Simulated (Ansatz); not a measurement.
# F3H5Si2: the cost of one run

All numbers below are computed with Ansatz 0.2.0 (RKS PBE/def2-SVP).

### Step 1. Starting point

Bond lengths: Si1–Si2 2.570 Å, Si2–H3 1.460 Å, Si2–H4 1.460 Å, Si2–H5 1.460 Å, Si1–F6 1.590 Å, Si1–F7 1.589 Å, Si1–F8 1.589 Å. Angles: Si1–Si2–H3 109.5°, Si1–Si2–H4 109.5°, Si1–Si2–H5 109.5°, H3–Si2–H4 109.4°, H3–Si2–H5 109.4°, H4–Si2–H5 109.4°, Si2–Si1–F6 109.5°, Si2–Si1–F7 109.5°, Si2–Si1–F8 109.5°, F6–Si1–F7 109.5°, F6–Si1–F8 109.5°, F7–Si1–F8 109.5°.

As a file:

```xyz
10

Si    0.0000    0.0000    0.0000
Si    0.0000    0.0000    2.5700
H    -1.3148   -0.4067    3.0574
H     1.0096   -0.9353    3.0574
H     0.3052    1.3420    3.0574
F     1.4994    0.0000   -0.5295
F    -0.7489    1.2974   -0.5295
F    -0.7489   -1.2974   -0.5295
H    -1.6702    0.0053    0.5550
H    -1.4640    0.0047    1.5048
```

### Step 2. A restrained relaxation towards end A

Springs on the bonds that form and break draw the guess towards this end; the thresholds are loose.

Contents of input.yaml:

```yaml
crystal:
  periodic: [false, false, false]
  atoms:
    - { symbol: Si, position_ang: [0.0, 0.0, 0.0] }
    - { symbol: Si, position_ang: [0.0, 0.0, 2.57] }
    - { symbol: H, position_ang: [-1.3148, -0.4067, 3.0574] }
    - { symbol: H, position_ang: [1.0096, -0.9353, 3.0574] }
    - { symbol: H, position_ang: [0.3052, 1.342, 3.0574] }
    - { symbol: F, position_ang: [1.4994, 0.0, -0.5295] }
    - { symbol: F, position_ang: [-0.7489, 1.2974, -0.5295] }
    - { symbol: F, position_ang: [-0.7489, -1.2974, -0.5295] }
    - { symbol: H, position_ang: [-1.6702, 0.0053, 0.555] }
    - { symbol: H, position_ang: [-1.464, 0.0047, 1.5048] }
basis:
  gaussian: { orbitals: def2-SVP }
hamiltonian:
  xc: pbe
relax:
  f_tol: 0.15
  max_steps: 25
  restrain:
    - { distance: [0, 8], at: 2.66, k: 30.0 }
    - { distance: [9, 1], at: 2.66, k: 30.0 }
    - { distance: [0, 1], at: 2.22, k: 30.0 }
    - { distance: [9, 8], at: 0.66, k: 30.0 }
```

On the command line:

```bash
ansatz run input.yaml --threads 2 --pin off --max-ram 3072MiB --backend cpu --events-out ev --progress --plain --runs-dir out
```

What time and memory should one allow on 2 threads of Arm Neoverse V1, shared host?

About 25 s, with a peak of 0.14 GiB.
